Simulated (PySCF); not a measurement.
# KF: magnetic properties, part 2 of 2

PySCF 2.14.0. Atoms count from 0. The steps go on from the part before.

## 10. Magnetic properties: GIAO B3LYP/Sadlej pVTZ

The job: settings as JSON, then the geometry in Å.

```
{"job": {"kind": "mag", "xc": "B3LYP", "basis": "Sadlej pVTZ"}, "charge": 0, "multiplicity": 1}
F      1.070712    -0.006548     0.001554
K     -1.067972     0.007825    -0.015674
```

Method: GIAO B3LYP/Sadlej pVTZ magnetisability, rotational g tensor and spin-rotation constants, non-relativistic, gas phase.

What it wrote:

```text
coarse grid: 3504 points
cycle   1  E = -699.7330426155  dE = -1.511e-01  |g| = 8.218e-01  |ddm| = 4.174e+00
cycle   2  E = -689.8515409944  dE =  9.882e+00  |g| = 4.219e+00  |ddm| = 3.157e+00
cycle   3  E = -699.8668074582  dE = -1.002e+01  |g| = 1.325e-01  |ddm| = 2.974e+00
cycle   4  E = -699.8705478784  dE = -3.740e-03  |g| = 5.432e-02  |ddm| = 2.090e-01
cycle   5  E = -699.8710999886  dE = -5.521e-04  |g| = 2.380e-02  |ddm| = 4.321e-02
cycle   6  E = -699.8712045999  dE = -1.046e-04  |g| = 2.107e-03  |ddm| = 1.471e-02
cycle   7  E = -699.8712054040  dE = -8.041e-07  |g| = 3.102e-04  |ddm| = 1.565e-03
final grid: 24288 points
cycle   8  E = -699.8664502571  dE = -2.663e-05  |g| = 1.242e-03  |ddm| = 1.098e-02
cycle   9  E = -699.8664501698  dE =  8.731e-08  |g| = 1.516e-03  |ddm| = 1.535e-03
cycle  10  E = -699.8664505324  dE = -3.626e-07  |g| = 4.554e-04  |ddm| = 1.116e-03
cycle  11  E = -699.8664505695  dE = -3.719e-08  |g| = 5.570e-05  |ddm| = 2.972e-04
cycle  12  E = -699.8664505702  dE = -6.272e-10  |g| = 8.216e-06  |ddm| = 5.942e-05
converged SCF energy = -699.8664505702

Magnetisability tensor (1e-30 J/T^2)
     -474.17        0.54       -0.65
        0.54     -393.22        0.00
       -0.65        0.00     -393.22
isotropic -420.20   principal values    -474.18   -393.21   -393.21
isotropic susceptibility -25.305 1e-6 cm^3/mol

Inertial axes            a          b          c
rot. const./GHz           -     8.6505     8.6505
chi total           -28.556    -23.680    -23.680
chi diamagnetic     -28.556   -153.064   -153.064
chi paramagnetic      0.000    129.384    129.384
quadrupole/D A       -6.751      3.376      3.376
g nuclear                 -     0.4818     0.4818
g electronic              -    -0.5258    -0.5258
g total                   -    -0.0440    -0.0440

Spin-rotation constants (kHz, H = +C I.J)
atom  isotope        aa         bb         cc
  0    19F            -     10.406     10.406
  1    39K            -      0.185      0.185
```

Wall time 1.2 s (1 thread of Arm Neoverse V1, shared host); peak memory 0.39 GiB.

In short:

| quantity | value |
| --- | --- |
| magnetisability | -420·10⁻³⁰ J/T² |
| molar susceptibility | -25.3·10⁻⁶ cm³/mol |
| rotational g (a, b, c) | –, -0.0440, -0.0440 |

## 11. Magnetic properties: GIAO B3LYP/ANO-RCC-VDZP

The job: settings as JSON, then the geometry in Å.

```
{"job": {"kind": "mag", "xc": "B3LYP", "basis": "ANO-RCC-VDZP"}, "charge": 0, "multiplicity": 1}
F      1.070712    -0.006548     0.001554
K     -1.067972     0.007825    -0.015674
```

With the program's defaults for keys left out, this is: GIAO B3LYP/ANO-RCC-VDZP magnetisability, rotational g tensor and spin-rotation constants, non-relativistic, gas phase.

ANO-RCC is contracted for a relativistic Hamiltonian, so without one its core functions misfit and properties at heavier nuclei are off.

What it wrote:

```text
coarse grid: 3504 points
cycle   1  E = -698.9588883677  dE = -5.042e-02  |g| = 8.043e-01  |ddm| = 1.288e+00
cycle   2  E = -690.6668562333  dE =  8.292e+00  |g| = 4.417e+00  |ddm| = 4.470e+00
cycle   3  E = -699.0890958465  dE = -8.422e+00  |g| = 2.178e-01  |ddm| = 4.425e+00
cycle   4  E = -699.0972642537  dE = -8.168e-03  |g| = 4.073e-02  |ddm| = 1.810e-01
cycle   5  E = -699.0975491912  dE = -2.849e-04  |g| = 2.028e-02  |ddm| = 3.026e-02
cycle   6  E = -699.0976256383  dE = -7.645e-05  |g| = 3.194e-03  |ddm| = 1.015e-02
cycle   7  E = -699.0976274742  dE = -1.836e-06  |g| = 7.147e-04  |ddm| = 1.486e-03
final grid: 24288 points
cycle   8  E = -699.0963448643  dE = -2.469e-05  |g| = 1.829e-03  |ddm| = 8.023e-03
cycle   9  E = -699.0963445317  dE =  3.326e-07  |g| = 2.246e-03  |ddm| = 2.206e-03
cycle  10  E = -699.0963454016  dE = -8.699e-07  |g| = 6.478e-04  |ddm| = 1.698e-03
cycle  11  E = -699.0963454797  dE = -7.808e-08  |g| = 4.698e-05  |ddm| = 4.010e-04
cycle  12  E = -699.0963454802  dE = -4.779e-10  |g| = 1.187e-05  |ddm| = 5.327e-05
converged SCF energy = -699.0963454802

Magnetisability tensor (1e-30 J/T^2)
     -469.56        0.42       -0.51
        0.42     -406.16        0.00
       -0.51        0.00     -406.16
isotropic -427.29   principal values    -469.56   -406.15   -406.15
isotropic susceptibility -25.732 1e-6 cm^3/mol

Inertial axes            a          b          c
rot. const./GHz           -     8.6505     8.6505
chi total           -28.278    -24.459    -24.459
chi diamagnetic     -28.278   -153.424   -153.424
chi paramagnetic      0.000    128.965    128.965
quadrupole/D A       -7.475      3.737      3.737
g nuclear                 -     0.4818     0.4818
g electronic              -    -0.5241    -0.5241
g total                   -    -0.0423    -0.0423

Spin-rotation constants (kHz, H = +C I.J)
atom  isotope        aa         bb         cc
  0    19F            -      8.560      8.560
  1    39K            -      0.239      0.239
```

Run time: 1.1 s. Hardware: 1 thread of Arm Neoverse V1, shared host; peak memory 0.39 GiB.

From this job:

| quantity | value |
| --- | --- |
| magnetisability | -427·10⁻³⁰ J/T² |
| molar susceptibility | -25.7·10⁻⁶ cm³/mol |
| rotational g (a, b, c) | –, -0.0423, -0.0423 |

## 12. Magnetic properties side by side

| level | ξ (10⁻³⁰ J/T²) | g(a) | g(b) | gap (eV) | functions | time |
| --- | --- | --- | --- | --- | --- | --- |
| GIAO B3LYP/6-31G* | -412 | – | -0.0477 | 4.54 | 46 | 0.96 s |
| GIAO B3LYP/def2-TZVPD | -413 | – | -0.0465 | 5.00 | 76 | 1.4 s |
| GIAO B3LYP/def2-QZVP | -406 | – | -0.0473 | 5.02 | 113 | 3 s |
| GIAO B3LYP/3-21G | -533 | – | -0.0216 | 2.63 | 26 | 0.55 s |
| GIAO B3LYP/def2-SVP | -428 | – | -0.0393 | 4.10 | 38 | 0.7 s |
| GIAO B3LYP/6-311G** | -392 | – | -0.0504 | 4.26 | 57 | 1 s |
| GIAO B3LYP/MINI | -449 | – | -0.0607 | 1.70 | 15 | 0.52 s |
| GIAO B3LYP/Sadlej pVTZ | -420 | – | -0.0440 | 4.93 | 64 | 1.2 s |
| GIAO B3LYP/ANO-RCC-VDZP | -427 | – | -0.0423 | 4.36 | 36 | 1.1 s |

## 13. Outcome

What follows sums up all 2 parts.

| quantity | value |
| --- | --- |
| point group | C∞v |
| rotational constants (main isotopes) | 8.65, 8.65 GHz |
| magnetisability (step 3, GIAO B3LYP/6-31G*) | -412·10⁻³⁰ J/T² |
| molar susceptibility (step 3, GIAO B3LYP/6-31G*) | -24.8·10⁻⁶ cm³/mol |
| rotational g (a, b, c) (step 3, GIAO B3LYP/6-31G*) | –, -0.0477, -0.0477 |
| magnetisability over the levels | -533 to -392·10⁻³⁰ J/T² |

Over 4 steps the energy fell by 0.088 eV; of the close pairs, F0–K1 changed most, 2.022 to 2.139 Å. GIAO B3LYP/MINI has a minimal basis, so it is left out of the spread where two other levels stand. The magnetisability spreads by 32.9 % over 8 levels, from GIAO B3LYP/3-21G (0.55 s) to GIAO B3LYP/6-311G** (1 s); the runs took 0.55 s to 3 s. Vibrational averaging and real surroundings are missing from these values.
